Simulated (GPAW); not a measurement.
The system is HPbNO4.

```
H Pb N O
1.0
     3.85707    0.00178   -0.03658
     0.17353    4.33436   -0.01647
     0.75803    0.83873    5.87662
H Pb N O
1 1 1 4
Direct
  0.61511 0.89559 0.19844
  0.64597 0.44651 0.91685
  0.71474 0.23810 0.50058
  0.16958 0.47007 0.77768
  0.62919 0.97045 0.49845
  0.56424 0.92583 0.03849
  0.78022 0.42250 0.31951
```

The cell was built by a generator and needn't be a form met in nature.

Base run:

| Property | Result |
| --- | --- |
| Program | GPAW 26.7.0 |
| Functional | SCAN |
| Potentials or basis | GPAW PAW data sets (gpaw-data 1.2.1) |
| Cutoff | 800 eV |
| Basis | pw |
| k mesh | 5 × 5 × 3 |
| Occupations | fermi-dirac, width 0.05 eV |
| Spin | no spin polarisation |

Its results: pressure -5.1 GPa.

Question: The run is repeated on the same cell with these changes: functional from SCAN to TPSS. What comes out?

Answer: Pressure -1.5 GPa.

Caveats: the PAW data sets were made with another functional, which shifts forces and pressure a little.
